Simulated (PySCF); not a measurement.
# SiSe⁺: edits of the settings

A base run and a few variants of its settings.

Computed with PySCF 2.14.0. Level: method and basis as typed in the scripts.

6 further runs of the same task are left out: 6 that didn't finish.

### Step 1. The starting structure

SiSe⁺: 2 atoms, charge 1, spin multiplicity 2.

Bond lengths: Si1–Se2 2.330 Å.

### Step 2. The base run

input.py reads:

```python
from pyscf import gto, dft

mol = gto.M(
    atom='Si 0 0 0; Se 0 0 2.33',
    basis='crenbl',
    ecp={'Si': 'crenbl', 'Se': 'crenbl'},
    charge=1,
    spin=1,
    symmetry=True,
    verbose=4,
)
mf = dft.UKS(mol, xc='tpss')
mf = mf.newton()
mf.kernel()
g = mf.nuc_grad_method()
g.grid_response = True
g.kernel()
mf.dip_moment()
print('orbital energies (hartree):', [e[max(0, n-3):n+3].round(4) for e, n in zip(mf.mo_energy, mol.nelec)])
```

On the command line:

```sh
$ OMP_NUM_THREADS=1 python input.py
```

### Step 3. RKS

Edit 1 changes SCF type: UKS → RKS.

input.py reads:

```python
from pyscf import gto, dft

mol = gto.M(
    atom='Si 0 0 0; Se 0 0 2.33',
    basis='crenbl',
    ecp={'Si': 'crenbl', 'Se': 'crenbl'},
    charge=1,
    spin=1,
    symmetry=True,
    verbose=4,
)
mf = dft.RKS(mol, xc='tpss')
mf = mf.newton()
mf.kernel()
g = mf.nuc_grad_method()
g.grid_response = True
g.kernel()
mf.dip_moment()
print('orbital energies (hartree):', mf.mo_energy[..., max(0, mol.nelec[1]-3):mol.nelec[0]+3].round(4))
```

### Step 4. Lanl2dz

Edit 2 changes basis set: crenbl → lanl2dz. The core potential changes with it: totals don't compare.

Changes to input.py since step 2:

```diff
@@ -4,4 +4,4 @@
     atom='Si 0 0 0; Se 0 0 2.33',
-    basis='crenbl',
-    ecp={'Si': 'crenbl', 'Se': 'crenbl'},
+    basis='lanl2dz',
+    ecp={'Si': 'lanl2dz', 'Se': 'lanl2dz'},
     charge=1,
```

### Step 5. Damping 0.2

Edit 3 changes damping: none → 0.2.

Changes to input.py since step 2:

```diff
@@ -12,2 +12,4 @@
 mf = dft.UKS(mol, xc='tpss')
+mf.damp = 0.2
+mf.diis_start_cycle = 8
 mf = mf.newton()
```

**Question.** What will these runs give? Wanted: for each run, E(SCF); from base; gap, α spin.

As calculated:

```tsv
run	E(SCF) (hartree)	from base (eV)	cycles	gap, α spin (eV)
base	-137.889422	0	5 macro	2.78
RKS	-137.888130	+0.0351	4 macro	n/a
lanl2dz	-12.727206	not comparable	4 macro	2.66
damping 0.2	-137.889422	0.0000	5 macro	2.78
```

Distance from each run's final energy (log10 hartree) by cycle:

```tsv
run	cycle 1	cycle 2	cycle 3	cycle 5	cycle 8	cycle 12
base	-1.3	-3.5	-8.1	< -11	done	done
RKS	-1.6	-4.3	-10.0	done	done	done
lanl2dz	-1.5	-3.8	-9.4	done	done	done
damping 0.2	-1.3	-3.5	-8.1	< -11	done	done
```

No change of the SCF energy comes from damping 0.2. The cycles with damping 0.2 repeat those of the base digit for digit, so the setting never acted.
